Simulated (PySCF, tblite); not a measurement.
**C₆H₈ClGeN: geometry, infrared bands and NMR shifts**

Aim: predict the infrared bands and NMR shifts of C₆H₈ClGeN (`C=[C]1CC[C@@H](C#N)[Ge@@H]1[Cl]`).

Programs: tblite 0.8.0 and PySCF 2.14.0, with density-fitted response routines of our own. Each step states its level of theory. These are calculated values for one molecule in the gas phase, unless marked as measured. Atoms are numbered from 0 throughout.

## 1. The molecule as given

17 atoms, charge 0, multiplicity 1; geometry from: force field or distance geometry start.

Bonds of the start (Å): C0–C1 1.32, C1–C2 1.51, C2–C3 1.53, C3–C4 1.54, C4–C5 1.46, C5–N6 1.16, C4–Ge7 1.93, Ge7–Cl8 2.16, Ge7–C1 1.91, C0–H9 1.09, C0–H10 1.09, C2–H11 1.11, C2–H12 1.13, C3–H13 1.12, C3–H14 1.11, C4–H15 1.12, Ge7–H16 1.55.

## 2. Geometry optimisation with GFN2-xTB

What the job is given:

```
{"job": {"kind": "relax", "xc": "GFN2-xTB", "basis": "xTB"}, "charge": 0, "multiplicity": 1}
C     -1.814400     0.238800    -1.815500
C     -0.919000     0.066800    -0.863700
C     -0.747400    -1.218500    -0.085200
C      0.580000    -1.157500     0.669100
C      0.883100     0.268400     1.150100
C      2.313000     0.474000     1.375000
N      3.449500     0.639100     1.559400
Ge     0.264700     1.434300    -0.263500
Cl    -0.826300     3.120800     0.525100
H     -2.494200    -0.566600    -2.096600
H     -1.909700     1.196000    -2.322700
H     -0.763500    -2.089500    -0.777200
H     -1.605900    -1.313700     0.637100
H      0.553100    -1.855400     1.546100
H      1.381600    -1.507000    -0.006800
H      0.314700     0.494900     2.083600
H      1.333500     1.787200    -1.324200
```

On the command line:

```console
$ OMP_NUM_THREADS=1 python probes_run.py task.json out
```

This one command runs all jobs of the session in turn.

**Question.** This job is followed by: GFN2-xTB harmonic vibrations, gas phase; GIAO PBE0/pcSseg-1 NMR shielding, non-relativistic, gas phase. What will the session give for the following? strongest single infrared mode (GFN2-xTB); zero-point energy (GFN2-xTB); ¹³C shifts against TMS (PBE0/pcSseg-1); ¹H shifts against TMS (PBE0/pcSseg-1); ¹⁵N shifts against NH3 (PBE0/pcSseg-1); ⁷³Ge shifts against GeMe4 (PBE0/pcSseg-1); ³⁵Cl shifts against HCl (PBE0/pcSseg-1); surface potential, 1st and 99th percentile.

**Answer**, as computed:

```
                                 quantity                                               value
strongest single infrared mode (GFN2-xTB)                               2387 cm⁻¹, 347 km/mol
             zero-point energy (GFN2-xTB)                                       75.5 kcal/mol
   ¹³C shifts against TMS (PBE0/pcSseg-1)           159.8, 133.4, 125.0, 41.7, 35.4, 23.0 ppm
    ¹H shifts against TMS (PBE0/pcSseg-1)  6.45, 6.25, 5.96, 2.51, 2.49, 2.41, 2.09, 1.59 ppm
   ¹⁵N shifts against NH3 (PBE0/pcSseg-1)                                           298.3 ppm
⁷³Ge shifts against GeMe4 (PBE0/pcSseg-1)                                              40 ppm
  ³⁵Cl shifts against HCl (PBE0/pcSseg-1)                                             -17 ppm
    surface potential, 1st and 99th percentile                                  -1.85 V and 1.41 V
```

In words: Relaxing lowered the energy by 0.345 eV in 96 steps; the close pair that moved most is C4–Ge7, from 1.934 to 2.033 Å. All 45 modes are real, so the xTB geometry is a minimum. The strongest single mode, at 2387 cm⁻¹, moves mainly C5 and N6. Unscaled tight-binding wavenumbers are off by several per cent, some by more. Its intensities can rank the bands wrongly. C1 (fully substituted alkene carbon) lies farthest downfield among carbon, at 159.8 ppm; as expected for a trigonal carbon in a double bond. At PBE0/pcSseg-1: Shielding is most anisotropic at N6 (span 483 ppm, paramagnetic term -370 ppm). At PBE0/pcSseg-1, counted by nearest atom on the grid, the HOMO lies on C1 20 %; C0, C4 about 13 % each, the LUMO on C0, C1 about 22 % each; Ge7 15 %. Spin-orbit coupling is left out, which matters for shieldings and couplings at and beside the heavy atoms.
